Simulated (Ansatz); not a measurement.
# WCl4 (singlet): density functionals in def2-SVP

What do functionals of several rungs give for WCl4 (singlet)?

Method: def2-SVP, all electrons in the functionals, frozen cores in the correlation of double hybrids and RPA; program: Ansatz 0.2.0, Gaussian basis.

Plan: PBE, r2SCAN, PBE0, B3LYP, wB97M-V, B2PLYP, PBE-QIDH, RKS PBE0, RPA-PBE.

1 further run of the same task is left out (it didn't finish). Runs told in other sessions of the task aren't counted.

## (1) The geometry

The geometry is a PBE0/def2-TZVP stationary point (not a proven minimum). No spin-orbit coupling is included. Elements past krypton take def2 core potentials.

5 atoms, charge 0, spin multiplicity 1.

Atoms are counted from 1 here; the program's logs count them from 0.

Bond lengths: W1–Cl2 2.236 Å, W1–Cl3 2.236 Å, W1–Cl4 2.236 Å, W1–Cl5 2.236 Å. Angles: Cl2–W1–Cl3 98.2°, Cl2–W1–Cl4 98.2°, Cl2–W1–Cl5 135.7°, Cl3–W1–Cl4 135.7°, Cl3–W1–Cl5 98.2°, Cl4–W1–Cl5 98.2°.

No dispersion term is added; wB97M-V holds VV10 nonlocal correlation. B3LYP takes the VWN-RPA correlation.

## (2) PBE (unrestricted)

Contents of in.yaml:

```yaml
crystal:
  periodic: [false, false, false]
  atoms:
    - {symbol: W, position_ang: [0.000000, 0.000000, 0.000000]}
    - {symbol: Cl, position_ang: [0.851710, 1.467233, 1.456008]}
    - {symbol: Cl, position_ang: [-0.830716, -1.463127, 1.472180]}
    - {symbol: Cl, position_ang: [-0.855384, 1.461028, -1.460088]}
    - {symbol: Cl, position_ang: [0.834390, -1.465134, -1.468100]}
basis:
  gaussian: {orbitals: def2-SVP}
magnetization: {spin_polarized: true, initial_magnetization: 0}
hamiltonian: {xc: {name: PBE}}
output: {orbitals: {seedname: orbitals}}
```

Command:

```console
$ ansatz run in.yaml --threads 1 --pin off --events-out ev --progress --plain --max-ram 4096MiB --backend cpu
```

The log of the run:

```text
Functional definition: PBE
  name "PBE"
  cite "Perdew, Burke & Ernzerhof, Phys. Rev. Lett. 77, 3865 (1996) doi:10.1103/PhysRevLett.77.3865"
  parent pbe
  parameter kappa = 0.804
  parameter beta = 0.06672455060314922
  exchange = pbe_x(kappa = kappa, mu = beta*pi^2/3)
  correlation = pbe_c(beta = beta)
1087 factors; their error is unknown
mean field evaluation 1: about -51885.1487 eV, gradient 9.0e0 eV
mean field evaluation 2: about -51882.8113 eV, gradient 1.3e1 eV
mean field evaluation 4: about -51885.4765 eV, gradient 4.0e0 eV
mean field evaluation 8: about -51883.1293 eV, gradient 1.0e1 eV
mean field evaluation 16: about -51885.4867 eV, gradient 1.5e-5 eV
mean field evaluation 32: about -51885.6555 eV, gradient 4.2e-3 eV
mean field evaluation 64: about -51885.4377 eV, gradient 4.9e0 eV
mean field evaluation 96: about -51885.4867 eV, gradient 1.8e-3 eV
mean field evaluation 128: about -51885.0886 eV, gradient 4.5e-1 eV
mean field evaluation 160: about -51884.2655 eV, gradient 6.3e-1 eV
mean field evaluation 192: about -51885.2782 eV, gradient 2.4e0 eV
mean field evaluation 224: about -51885.6554 eV, gradient 1.0e-6 eV
mean field -51885.65544557 eV, -1906.7626682641 hartree, gradient 1.5e-6 eV, S^2 0.683082; 21 other end points of the search recorded, 0 dependent functions left out
reference -51885.65550682 eV, -1906.7626705152 hartree; 41, 41 occupied and 63, 63 virtual orbitals, 1087 factors
Total energy: -51885.65550682 eV, -1906.7626705152 hartree
```

Wall time 82 s (1 thread of AMD EPYC 7R13, shared host); peak memory 0.29 GiB.

From the report: ⟨S²⟩ of the determinant 0.683 (pure singlet: 0.00). The determinant of PBE (⟨S²⟩ 0.68) is far from a pure spin state, so its energy mixes those of several spin states; that is harmless only where they are near-degenerate.

## (3) r2SCAN (unrestricted)

Changes to in.yaml since step 2:

```diff
@@ -11,3 +11,2 @@
 magnetization: {spin_polarized: true, initial_magnetization: 0}
-hamiltonian: {xc: {name: PBE}}
-output: {orbitals: {seedname: orbitals}}
+hamiltonian: {xc: {name: r2SCAN}}
```

The command is unchanged.

The log of the run (excerpt; [...] marks lines left out):

```text
Functional definition: r2SCAN
  name "r2SCAN"
  cite "Furness, Kaplan, Ning, Perdew & Sun, J. Phys. Chem. Lett. 11, 8208 (2020) doi:10.1021/acs.jpclett.0c02405"
  cite "Furness, Kaplan, Ning, Perdew & Sun, J. Phys. Chem. Lett. 11, 9248 (2020) doi:10.1021/acs.jpclett.0c03077"
  parent r2scan
[...]
1087 factors; their error is unknown
[...]
mean field -51903.03025110 eV, -1907.4011805905 hartree, gradient 1.4e-6 eV, S^2 1.002597; 17 other end points of the search recorded, 0 dependent functions left out
reference -51903.03027817 eV, -1907.4011815854 hartree; 41, 41 occupied and 63, 63 virtual orbitals, 1087 factors
Total energy: -51903.03027817 eV, -1907.4011815854 hartree
```

Run time: 3.6 min. Hardware: 1 thread of AMD EPYC 7R13, shared host; peak memory 0.38 GiB.

From the report: ⟨S²⟩ of the determinant 1.003 (pure singlet: 0.00). The determinant of r2SCAN (⟨S²⟩ 1.00) is far from a pure spin state, so its energy mixes those of several spin states; that is harmless only where they are near-degenerate.

## (4) PBE0 (unrestricted)

Changes to in.yaml since step 3:

```diff
@@ -11,2 +11,3 @@
 magnetization: {spin_polarized: true, initial_magnetization: 0}
-hamiltonian: {xc: {name: r2SCAN}}
+hamiltonian: {xc: {name: PBE0}}
+output: {orbitals: {seedname: orbitals}}
```

Same command.

The log of the run (excerpt; [...] marks lines left out):

```text
Functional definition: PBE0
  name "PBE0"
  cite "Adamo & Barone, J. Chem. Phys. 110, 6158 (1999) doi:10.1063/1.478522"
  cite "Perdew, Burke & Ernzerhof, Phys. Rev. Lett. 77, 3865 (1996) doi:10.1103/PhysRevLett.77.3865"
  parent pbe
[...]
949 factors; integrals over basis functions are off by at most 7.8e-4 eV
[...]
mean field -51888.14197603 eV, -1906.8540465731 hartree, gradient 8.9e-7 eV, S^2 1.002539; 11 other end points of the search recorded, 0 dependent functions left out
reference -51888.14202185 eV, -1906.8540482572 hartree; 41, 41 occupied and 63, 63 virtual orbitals, 949 factors
Total energy: -51888.14202185 eV, -1906.8540482572 hartree
```

It took 51 s on 1 thread of AMD EPYC 7R13, shared host; peak memory 0.46 GiB.

From the report: ⟨S²⟩ of the determinant 1.003 (pure singlet: 0.00). The determinant of PBE0 (⟨S²⟩ 1.00) is far from a pure spin state, so its energy mixes those of several spin states; that is harmless only where they are near-degenerate.

## (5) B3LYP (unrestricted)

Changes to in.yaml since step 4:

```diff
@@ -11,3 +11,2 @@
 magnetization: {spin_polarized: true, initial_magnetization: 0}
-hamiltonian: {xc: {name: PBE0}}
-output: {orbitals: {seedname: orbitals}}
+hamiltonian: {xc: {name: B3LYP}}
```

Launched as before.

The log of the run (excerpt; [...] marks lines left out):

```text
Functional definition: B3LYP
  name "B3LYP"
  cite "Stephens, Devlin, Chabalowski & Frisch, J. Phys. Chem. 98, 11623 (1994) doi:10.1021/j100096a001"
  cite "Becke, Phys. Rev. A 38, 3098 (1988) doi:10.1103/PhysRevA.38.3098"
  cite "Lee, Yang & Parr, Phys. Rev. B 37, 785 (1988) doi:10.1103/PhysRevB.37.785"
  cite "Vosko, Wilk & Nusair, Can. J. Phys. 58, 1200 (1980) doi:10.1139/p80-159"
[...]
949 factors; integrals over basis functions are off by at most 7.8e-4 eV
[...]
mean field -51906.91507577 eV, -1907.5439452637 hartree, gradient 1.5e-6 eV, S^2 0.704978; 9 other end points of the search recorded, 0 dependent functions left out
reference -51906.91536799 eV, -1907.5439560027 hartree; 41, 41 occupied and 63, 63 virtual orbitals, 949 factors
Total energy: -51906.91536799 eV, -1907.5439560027 hartree
```

Run time: 54 s. Hardware: 1 thread of AMD EPYC 7R13, shared host; peak memory 0.46 GiB.

From the report: ⟨S²⟩ of the determinant 0.705 (pure singlet: 0.00). The determinant of B3LYP (⟨S²⟩ 0.70) is far from a pure spin state, so its energy mixes those of several spin states; that is harmless only where they are near-degenerate.

## (6) wB97M-V (unrestricted)

Changes to in.yaml since step 5:

```diff
@@ -11,2 +11,3 @@
 magnetization: {spin_polarized: true, initial_magnetization: 0}
-hamiltonian: {xc: {name: B3LYP}}
+hamiltonian: {xc: {name: wB97M-V}}
+output: {orbitals: {seedname: orbitals}}
```

The command is unchanged.

The log of the run (excerpt; [...] marks lines left out):

```text
Functional definition: wB97M-V
  name "wB97M-V"
  cite "Mardirossian & Head-Gordon, J. Chem. Phys. 144, 214110 (2016) doi:10.1063/1.4952647"
  cite "Becke, J. Chem. Phys. 107, 8554 (1997) doi:10.1063/1.475007"
  cite "Vydrov & Van Voorhis, J. Chem. Phys. 133, 244103 (2010) doi:10.1063/1.3521275"
  # Of w^i u^j: cxij and so on, Table III.
[...]
  gx(w, u) = 1 - cx + cx01*u + cx10*w
  gss(w, u) = css00 + css04*u^4 + css10*w + css20*w^2 + css43*w^4*u^3
  gos(w, u) = cos00 + cos10*w + (cos20 + cos21*u)*w^2 + (cos60 + cos61*u)*w^6
[...]
      + integral(e_c_pw_mod_opposite_spin*gos(b97_w_opposite, b97_u_opposite)) + vv10(b, c)
949 factors; integrals over basis functions are off by at most 7.8e-4 eV
201 factors; integrals over basis functions are off by at most 2.2e-4 eV
[...]
mean field -51900.15936730 eV, -1907.2956775569 hartree, gradient 3.6e-6 eV, S^2 0.721542; 6 other end points of the search recorded, 0 dependent functions left out
reference -51900.15943950 eV, -1907.2956802100 hartree; 41, 41 occupied and 63, 63 virtual orbitals, 949 factors
Total energy: -51900.15943950 eV, -1907.2956802100 hartree
```

Wall time 1.9 min (1 thread of AMD EPYC 7R13, shared host); peak memory 0.73 GiB.

From the report: ⟨S²⟩ of the determinant 0.722 (pure singlet: 0.00). The determinant of wB97M-V (⟨S²⟩ 0.72) is far from a pure spin state, so its energy mixes those of several spin states; that is harmless only where they are near-degenerate.

## (7) B2PLYP (unrestricted)

Changes to in.yaml since step 6:

```diff
@@ -11,3 +11,3 @@
 magnetization: {spin_polarized: true, initial_magnetization: 0}
-hamiltonian: {xc: {name: wB97M-V}}
-output: {orbitals: {seedname: orbitals}}
+hamiltonian: {xc: {name: B2PLYP}}
+correlation: {electrons: outside_noble_gas}
```

Launched as before.

The log of the run (excerpt; [...] marks lines left out):

```text
Functional definition: B2PLYP
  name "B2PLYP"
  cite "Grimme, J. Chem. Phys. 124, 034108 (2006) doi:10.1063/1.2148954"
  cite "Becke, Phys. Rev. A 38, 3098 (1988) doi:10.1103/PhysRevA.38.3098"
  cite "Lee, Yang & Parr, Phys. Rev. B 37, 785 (1988) doi:10.1103/PhysRevB.37.785"
[...]
949 factors; integrals over basis functions are off by at most 7.8e-4 eV
[...]
mean field -51876.73882658 eV, -1906.4349885605 hartree, gradient 1.3e-6 eV, S^2 1.004395; 10 other end points of the search recorded, 0 dependent functions left out
24 core orbitals not correlated: weight in the atoms' cores, before any rotation towards them, 0.998 or more for the frozen orbitals, at most 0.001 for the correlated occupied ones
reference -51876.73900904 eV, -1906.4349952655 hartree; 17, 17 occupied and 63, 63 virtual orbitals, 949 factors
second order -23.71502885 eV of doubles, -0.00000000 eV of singles
Total energy: -51883.14206683 eV, -1906.6703032991 hartree
```

It took 77 s on 1 thread of AMD EPYC 7R13, shared host; peak memory 0.45 GiB.

From the report: ⟨S²⟩ of the determinant 1.004 (pure singlet: 0.00). The determinant of B2PLYP (⟨S²⟩ 1.00) is far from a pure spin state, so its energy mixes those of several spin states; that is harmless only where they are near-degenerate.

## (8) PBE-QIDH (unrestricted)

Changes to in.yaml since step 7:

```diff
@@ -11,3 +11,3 @@
 magnetization: {spin_polarized: true, initial_magnetization: 0}
-hamiltonian: {xc: {name: B2PLYP}}
+hamiltonian: {xc: {name: PBE-QIDH}}
 correlation: {electrons: outside_noble_gas}
```

Same command.

The log of the run (excerpt; [...] marks lines left out):

```text
Functional definition: PBE-QIDH
  name "PBE-QIDH"
  cite "Brémond, Sancho-García, Pérez-Jiménez & Adamo, J. Chem. Phys. 141, 031101 (2014) doi:10.1063/1.4890314"
  cite "Perdew, Burke & Ernzerhof, Phys. Rev. Lett. 77, 3865 (1996) doi:10.1103/PhysRevLett.77.3865"
[...]
949 factors; integrals over basis functions are off by at most 7.8e-4 eV
[...]
mean field -51864.04503957 eV, -1905.9685004918 hartree, gradient 1.3e-6 eV, S^2 1.005429; 10 other end points of the search recorded, 0 dependent functions left out
24 core orbitals not correlated: weight in the atoms' cores, before any rotation towards them, 0.997 or more for the frozen orbitals, at most 0.002 for the correlated occupied ones
reference -51864.04505795 eV, -1905.9685011672 hartree; 17, 17 occupied and 63, 63 virtual orbitals, 949 factors
second order -21.64113422 eV of doubles, -0.00000000 eV of singles
Total energy: -51871.25876935 eV, -1906.2336001718 hartree
```

It took 63 s on 1 thread of AMD EPYC 7R13, shared host; peak memory 0.45 GiB.

From the report: ⟨S²⟩ of the determinant 1.005 (pure singlet: 0.00). The determinant of PBE-QIDH (⟨S²⟩ 1.01) is far from a pure spin state, so its energy mixes those of several spin states; that is harmless only where they are near-degenerate.

## (9) PBE0 (restricted)

Changes to in.yaml since step 8:

```diff
@@ -10,4 +10,2 @@
   gaussian: {orbitals: def2-SVP}
-magnetization: {spin_polarized: true, initial_magnetization: 0}
-hamiltonian: {xc: {name: PBE-QIDH}}
-correlation: {electrons: outside_noble_gas}
+hamiltonian: {xc: {name: PBE0}}
```

Launched as before.

The log of the run:

```text
Functional definition: PBE0
  name "PBE0"
  cite "Adamo & Barone, J. Chem. Phys. 110, 6158 (1999) doi:10.1063/1.478522"
  cite "Perdew, Burke & Ernzerhof, Phys. Rev. Lett. 77, 3865 (1996) doi:10.1103/PhysRevLett.77.3865"
  parent pbe
  parameter a = 0.25
  parameter kappa = 0.804
  parameter beta = 0.06672455060314922
  exchange = (1 - a)*pbe_x(kappa = kappa, mu = beta*pi^2/3) + a*exact_x
  correlation = pbe_c(beta = beta)
949 factors; integrals over basis functions are off by at most 7.8e-4 eV
mean field evaluation 1: about -51887.0594 eV, gradient 1.6e1 eV
mean field evaluation 2: about -51883.9474 eV, gradient 4.0e1 eV
mean field evaluation 4: about -51887.7116 eV, gradient 8.1e-1 eV
mean field evaluation 8: about -51887.8951 eV, gradient 5.8e-2 eV
mean field evaluation 16: about -51887.8951 eV, gradient 3.5e-5 eV
mean field -51887.89513890 eV, -1906.8449754759 hartree, gradient 2.0e-5 eV, S^2 0.000000; 1 other end points of the search recorded, 0 dependent functions left out
reference -51887.89518434 eV, -1906.8449771458 hartree; 41, 41 occupied and 63, 63 virtual orbitals, 949 factors
Total energy: -51887.89518434 eV, -1906.8449771458 hartree
```

It took 5.5 s on 1 thread of AMD EPYC 7R13, shared host; peak memory 0.26 GiB.

## (10) RPA-PBE

Changes to in.yaml since step 9:

```diff
@@ -10,2 +10,4 @@
   gaussian: {orbitals: def2-SVP}
-hamiltonian: {xc: {name: PBE0}}
+magnetization: {spin_polarized: true, initial_magnetization: 0}
+hamiltonian: {xc: {name: PBE}}
+correlation: {method: rpa, electrons: outside_noble_gas}
```

Same command.

The log of the run (excerpt; [...] marks lines left out):

```text
Functional definition: PBE
  name "PBE"
  cite "Perdew, Burke & Ernzerhof, Phys. Rev. Lett. 77, 3865 (1996) doi:10.1103/PhysRevLett.77.3865"
  parent pbe
[...]
949 factors; integrals over basis functions are off by at most 7.8e-4 eV
[...]
mean field -51885.65541077 eV, -1906.7626669854 hartree, gradient 2.8e-6 eV, S^2 0.683100; 20 other end points of the search recorded, 0 dependent functions left out
24 core orbitals not correlated: weight in the atoms' cores, before any rotation towards them, 0.999 or more for the frozen orbitals, at most 0.001 for the correlated occupied ones
reference -51807.20192156 eV, -1903.8795544348 hartree; 17, 17 occupied and 63, 63 virtual orbitals, 949 factors
Total energy: -51837.73390975 eV, -1905.0015843051 hartree
```

It took 88 s on 1 thread of AMD EPYC 7R13, shared host; peak memory 0.31 GiB.

From the report: ⟨S²⟩ of the determinant 0.683 (pure singlet: 0.00). The determinant of RPA-PBE (⟨S²⟩ 0.68) is far from a pure spin state, so its energy mixes those of several spin states; that is harmless only where they are near-degenerate.

## (11) Side by side

```
functional  energy (eV)   ⟨S²⟩     time
       PBE  -51885.6555  0.683     82 s
    r2SCAN  -51903.0303  1.003  3.6 min
      PBE0  -51888.1420  1.003     51 s
     B3LYP  -51906.9154  0.705     54 s
   wB97M-V  -51900.1594  0.722  1.9 min
    B2PLYP  -51883.1421  1.004     77 s
  PBE-QIDH  -51871.2588  1.005     63 s
  RKS PBE0  -51887.8952  0.000    5.5 s
   RPA-PBE  -51837.7339  0.683     88 s
```

Orbital levels of the runs that wrote orbitals: PBE HOMO -4.86, LUMO -4.27 eV; PBE0 HOMO -6.20, LUMO -3.66 eV; wB97M-V HOMO -8.82, LUMO -1.46 eV.

## (12) Summary of results

```
                quantity                           value
spread of total energies                         69.2 eV
       quickest, slowest  RKS PBE0 5.5 s, r2SCAN 3.6 min
```

Total energies of different functionals can't be ranked; only differences within one functional count.
